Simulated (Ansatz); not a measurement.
# AlH₃LiNO (SMILES [Li][O][AlH][NH2]): single points off equilibrium

An exercise on one series of results from a longer session: the logs are not shown, and one member is left open.

Program: Ansatz 0.2.0, Gaussian basis. Level of theory: single points in def2-TZVPP. These are calculated values, not measurements.

Cores are frozen in the correlated methods. The outer core shell of Li, Na, Mg and K is correlated.

**The system as given**

SMILES `[Li][O][AlH][NH2]`, 7 atoms, charge 0, spin multiplicity 1.

Atoms are counted from 1 here; the program's logs count them from 0.

Bond lengths: Li1–O2 1.600 Å, O2–Al3 1.656 Å, Al3–N4 1.794 Å, Al3–H5 1.558 Å, N4–H6 1.107 Å, N4–H7 0.952 Å. Angles: Li1–O2–Al3 172.3°, O2–Al3–N4 125.2°, O2–Al3–H5 123.8°, N4–Al3–H5 110.9°, Al3–N4–H6 122.1°, Al3–N4–H7 136.1°, H6–N4–H7 101.7°.

Geometry (Å):

```csv
atom,x (Å),y (Å),z (Å)
Li1,-1.5914,-2.3820,-1.6346
O2,-0.8358,-1.1352,-0.9758
Al3,-0.1156,0.2690,-0.4735
N4,0.6716,0.5166,1.1198
H5,-0.0985,1.5829,-1.3115
H6,1.1003,1.4924,1.4192
H7,0.8796,-0.0258,1.8743
```

Set-up of the first run:

Input file run/in.yaml:

```yaml
crystal:
  periodic: [false, false, false]
  atoms:
    - {symbol: Li, position_ang: [-1.591400, -2.382000, -1.634600]}
    - {symbol: O, position_ang: [-0.835800, -1.135200, -0.975800]}
    - {symbol: Al, position_ang: [-0.115600, 0.269000, -0.473500]}
    - {symbol: N, position_ang: [0.671600, 0.516600, 1.119800]}
    - {symbol: H, position_ang: [-0.098500, 1.582900, -1.311500]}
    - {symbol: H, position_ang: [1.100300, 1.492400, 1.419200]}
    - {symbol: H, position_ang: [0.879600, -0.025800, 1.874300]}
basis:
  gaussian: {orbitals: def2-TZVPP}
correlation: {method: ccsd_t}
output: {forces: true}
```

No record of the launch command was kept for these runs.

Steps of the session up to this table: CCSD(T)/def2-TZVPP; PBE0-D4/def2-TZVPP; wB97M-V/def2-TZVPP; r2SCAN-D4/def2-TZVPP; PBE-D4/def2-TZVPP; CAM-B3LYP-D4/def2-TZVPP; HSE06-D4/def2-TZVPP.

One table of the session follows, with a row left open; its other results are not shown here.

```
      method  RMS force component (eV/Å)  angle to CCSD(T) forces (°)  dipole (D)
     CCSD(T)                       1.455                    reference        6.23
     PBE0-D4                       1.471                          2.9        6.06
     wB97M-V                       1.456                          1.7        6.06
   r2SCAN-D4                       1.449                          1.8        6.16
      PBE-D4                       1.459                          6.2        5.97
CAM-B3LYP-D4                           ?                            ?           ?
    HSE06-D4                       1.471                          2.8        6.06
```

**Question.** Estimate the row for CAM-B3LYP-D4.

The run gave: RMS force component (eV/Å): 1.457; angle to CCSD(T) forces (°): 3.5; dipole (D): 5.99. In the column «RMS force component (eV/Å)» it lies between wB97M-V (1.456) and PBE-D4 (1.459).
